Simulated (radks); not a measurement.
# Ag⁺ in [Ar] 3d10 4p6 4d10 5p2: an all-electron calculation

The task here is to estimate one member of a computed series from the others.

Program: radks (a radial shooting solver on a logarithmic mesh, Libxc functionals) version 1. Level of theory: Dirac Kohn-Sham, BLYP, spin-unpolarised, spherical densities, finite nucleus; open shells fill j = l - 1/2 first. These are calculated values, not measurements, unless marked.

**What is computed**

| Item | Value |
| --- | --- |
| element | silver (Z = 47) |
| charge | +1 |
| electrons | 46 |
| configuration | [Ar] 3d10 4p6 4d10 5p2 |
| nuclear rms radius | 4.5454 fm |

Set-up of the first run:

Settings of this run:

```text
Z 47
configuration [Ar] 3d10 4p6 4d10 5p2 4s0 4f0
relativity Dirac
functional b88,lyp
spin unpolarised
j_filling energy
nucleus finite rms 4.5454 fm
c 137.035999084
```

Run with:

```sh
python run_ks.py task.json out
```

This one command runs every case of the session in turn.

Steps of the session up to this table: Self-consistent calculation.

One of the session's tables, all rows but one given; the rest of the session is left out.

It belongs to the step «Orbitals and density». From the orbitals of this run (lengths in bohr):

```
level      <r>  outermost maximum (interpolated)  90 % within  nodes
1s1/2  0.03111                            0.0202       0.0558      0
2s1/2        ?                                 ?            ?      ?
2p1/2   0.1141                            0.0882        0.187      0
2p3/2   0.1192                            0.0924        0.194      0
3s1/2   0.3682                             0.333        0.543      2
3p1/2   0.3599                             0.319        0.542      1
3p3/2   0.3708                             0.329        0.558      1
3d3/2   0.3435                             0.272        0.544      0
3d5/2   0.3470                             0.275        0.549      0
4s1/2   0.8984                             0.817         1.30      3
4p1/2   0.9569                             0.851         1.41      2
4p3/2   0.9857                             0.875         1.45      2
4d3/2    1.229                             0.989         1.92      1
4d5/2    1.243                             0.999         1.94      1
5p1/2    3.076                              2.58         4.59      3
5p3/2    3.175                              2.67         4.73      3
```

Estimate the missing values for 2s1/2.

**Answer.** <r>: 0.1345; outermost maximum (interpolated): 0.114; 90 % within: 0.208; nodes: 1. In the column «<r>» it lies between 2p3/2 (0.1192) and 3d3/2 (0.3435).
